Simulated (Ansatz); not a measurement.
# AgRh under changes of volume

One of the cells (16.064 Å³/atom); the others are scaled copies at fixed shape and fractional positions:

```
Ag Rh
1.0
     2.77759    0.00000    0.00000
    -1.38879    2.40546    0.00000
     0.00000    0.00000    4.80860
Ag Rh
1 1
Direct
  0.00000 0.00000 0.50000
  0.66667 0.33333 0.00000
```

The cell comes from a database or a generator and needn't be the stable form of this composition.

| Quantity | Value |
| --- | --- |
| Program | Ansatz 0.2.0 |
| Functional | LDA |
| Potentials or basis | Ansatz PAW |
| Cutoff | 420 eV (not typed: the program's choice for these potentials) |
| k mesh | 11 × 11 × 6 |
| Occupations | fermi-dirac, width 0.05 eV |
| Spin | no spin polarisation |

| volume (Å³/atom) | energy over the lowest point (meV/atom) | pressure (GPa) |
| --- | --- | --- |
| 15.100 | 0.00 | -6.4 |
| 15.421 | ? | ? |
| 15.743 | 39.81 | -13.0 |
| 16.064 | 68.68 | -15.6 |
| 16.385 | 102.47 | -17.9 |
| 16.707 | 140.49 | -19.8 |
| 17.028 | 182.16 | -21.5 |

Question: What does the run at 15.421 Å³/atom give?

Answer: Energy over the lowest point 16.62 meV/atom; pressure -9.9 GPa.

Worked out: A Birch-Murnaghan fit of order 3 (a polynomial in V^(-2/3)) to the other rows has no minimum within the range. It gives 16.59 meV/atom at 15.421 Å³/atom, against the run's 16.62, and -dE/dV = -10.0 GPa, against -9.9.

Energies are extrapolated to zero smearing.

Caveats: the PAW data sets come from PBE, with cores solved anew for the run's functional, which leaves a small shift of forces and pressure.
